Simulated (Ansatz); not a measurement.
This script makes a test of scalar relativity of GaSi with Ansatz 0.2.0, Python API.

Script `run_x2c.py`:
```python
"""GaSi with and without the spin-free two-component Hamiltonian."""

import ansatz
import numpy as np

config = {
    "functional": "b3lyp",
}

GEOMETRY = """
Ga    0.00000    0.00000    0.00000
Si    0.00000    0.00000    2.32000
"""

geometry = ansatz.Crystal.molecule()
for line in GEOMETRY.strip().splitlines():
    symbol, *xyz = line.split()
    geometry = geometry.atom(symbol, [float(v) for v in xyz])

job = (
    geometry.calculation()
    .functional(config["functional"])
    .spin("collinear", total=3)
    .scf(lower_state_search="off")
    .forces()
)
# a set contracted for a scalar-relativistic Hamiltonian goes with the relativistic run
sets = {"none": "cc-pVTZ", "scalar": "cc-pVTZ-DK"}
found = {kind: job.basis(gaussian=basis).pseudopotentials(relativity=kind).run().report for kind, basis in sets.items()}
for kind, each in found.items():
    dipole = 4.803205 * np.linalg.norm(each["charge_distribution"]["dipole_moment_e_ang"])
    print(f"{kind:7s} E = {each['free_energy_ev']:.4f} eV  dipole {dipole:.3f} D  largest force component {np.abs(each['forces_ev_ang']).max():.4f} eV/A")
print(f"relativity lowers the total energy by {found['none']['free_energy_ev'] - found['scalar']['free_energy_ev']:.3f} eV")
```

What does scalar relativity change in the total energy and in the dipole?

The total moves by -533.5 eV, nearly all in the cores, and the dipole from 0.97 to 1.00 D.

What the script printed:

```console
$ python run_x2c.py
none    E = -60256.2509 eV  dipole 0.967 D  largest force component 1.0031 eV/A
scalar  E = -60789.7172 eV  dipole 0.996 D  largest force component 0.9593 eV/A
relativity lowers the total energy by 533.466 eV
```

What to keep in mind:
- These settings explore the input space; basis and method may be short of convergence.
- The geometry is a force-field or estimated start, not a minimum of this method. The basis set changes with the Hamiltonian (a set recontracted for scalar relativity), and most of the change in the total lies in the cores.
- The species is open-shell (spin multiplicity 4).
- b3lyp holds the VWN-RPA fit, as in Gaussian; the form of ORCA and Turbomole is b3lyp5.
- The spin state was assumed, and another may lie lower.
- Wall time of the script: 5.7 s on 1 thread of Arm Neoverse V1, on a shared host, peak memory 0.19 GiB.
